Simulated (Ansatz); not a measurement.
Input of an Ansatz 0.2.0 run:

input.yaml

```yaml
crystal:
  lattice:
    - [0.0, 3.0393308489, 3.0393308489]
    - [3.0393308489, 0.0, 3.0393308489]
    - [3.0393308489, 3.0393308489, 0.0]
  atoms:
    - { symbol: Lu, position: [0.0, 0.0, 0.0] }
    - { symbol: Sb, position: [0.5, 0.5, 0.5] }
kpoints:
  mp_grid: { grid: [8, 8, 8] }
scf:
  occupations: { method: fermi_dirac, width: 0.05 }
hamiltonian:
  xc: rpbe
  pseudopotentials: { kind: all_electron, lapw: { basis_error: 0.001 } }
output:
  forces: true
  stress: true
relax:
  f_tol: 0.005
  max_steps: 60
  cell: {}
```

Potentials or basis: all-electron LAPW, scalar-relativistic.

The run is started by

```sh
$ ansatz run input.yaml --threads 1 --pin off --max-ram 3072MiB --backend cpu --events-out ev --progress --plain --runs-dir out
```

Task: What does it give for the relaxed volume?

Result: 29.20 Å³/atom.

Task: Estimate the relaxed cell.

Result: a = 4.355 Å, b = 4.355 Å, c = 4.355 Å, α = 60.00°, β = 60.00°, γ = 60.00°.

Task: What does it give for the space group after relaxing (to 0.05 Å)?

Result: Fm-3m (No. 225).

Step by step:
| step | energy change (eV) | largest force (eV/Å) | volume (Å³) |
| --- | --- | --- | --- |
| 1 | 0.0000 | 0.0000 | 56.15 |
| 2 | -0.0080 | 0.0000 | 60.12 |
| 3 | -0.0166 | 0.0000 | 58.50 |
| 4 | -0.0167 | 0.0000 | 58.40 |
| 5 | -0.0167 | 0.0000 | 58.40 |

The run has no spin-orbit coupling, so splittings on Lu, Sb are missing.
